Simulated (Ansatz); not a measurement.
# CH7GaOSi: the cost of one run

Program: Ansatz 0.2.0, Gaussian basis. Level of theory: the settings change from run to run. These are calculated values, not measurements.

1 further run of the same task is left out (it didn't finish).

## 1. The geometry

The geometry comes from an earlier relaxation with PBE0-D4 in a triple-zeta def2 set; it is a stationary point, not always the lowest conformer.

SMILES `C[SiH](O)[GaH2]`, 11 atoms, charge 0, spin multiplicity 1.

Atoms are counted from 1 here; the program's logs count them from 0.

Bond lengths: C1–Si2 1.872 Å, C1–H5 1.094 Å, C1–H6 1.094 Å, C1–H7 1.092 Å, Si2–O3 1.664 Å, Si2–Ga4 2.424 Å, Si2–H8 1.498 Å, O3–H9 0.959 Å, Ga4–H10 1.578 Å, Ga4–H11 1.575 Å. Angles: Si2–C1–H5 110.2°, Si2–C1–H6 111.3°, Si2–C1–H7 111.3°, H5–C1–H6 107.5°, H5–C1–H7 108.0°, H6–C1–H7 108.4°, C1–Si2–O3 111.6°, C1–Si2–Ga4 114.1°, C1–Si2–H8 106.9°, O3–Si2–Ga4 102.4°, O3–Si2–H8 109.4°, Ga4–Si2–H8 112.4°, Si2–O3–H9 117.6°, Si2–Ga4–H10 121.2°, Si2–Ga4–H11 122.1°, H10–Ga4–H11 116.7°.

## 2. r2SCAN0/6-31G*

Set apart from the defaults: unrestricted orbitals, density fitting with cc-pVTZ-jkfit, a point charge of 0.50 e beside it, D3(BJ) with three-body dispersion.

Input file in.yaml:

```yaml
crystal:
  periodic: [false, false, false]
  atoms:
    - {symbol: C, position_ang: [-0.839901, 1.394714, -0.046954]}
    - {symbol: Si, position_ang: [-0.259911, -0.326334, 0.405970]}
    - {symbol: O, position_ang: [0.735318, -0.306448, 1.739838]}
    - {symbol: Ga, position_ang: [1.140953, -1.372262, -1.273061]}
    - {symbol: H, position_ang: [-1.492847, 1.354094, -0.924313]}
    - {symbol: H, position_ang: [-1.410576, 1.849554, 0.768042]}
    - {symbol: H, position_ang: [0.003264, 2.047730, -0.283174]}
    - {symbol: H, position_ang: [-1.485669, -1.131652, 0.710290]}
    - {symbol: H, position_ang: [0.345026, -0.063508, 2.581051]}
    - {symbol: H, position_ang: [2.073051, -0.510937, -2.210533]}
    - {symbol: H, position_ang: [1.191291, -2.934940, -1.467155]}
basis:
  gaussian: {orbitals: "6-31G*", fitting: {mean_field: cc-pVTZ-jkfit}, point_charges: [{charge: 0.50, position_ang: [6.583, 0.267, -0.346]}]}
magnetization: {spin_polarized: true, initial_magnetization: 0}
hamiltonian: {xc: {name: r2SCAN0}, dispersion: d3bjatm}
output: {forces: true}
```

Run with:

```console
ansatz run in.yaml --threads 2 --pin off --events-out ev --progress --plain --max-ram 4352MiB
```

What time and memory should one allow on 2 threads of Arm Neoverse V1, shared host?

About 8 s, with a peak of 0.32 GiB.
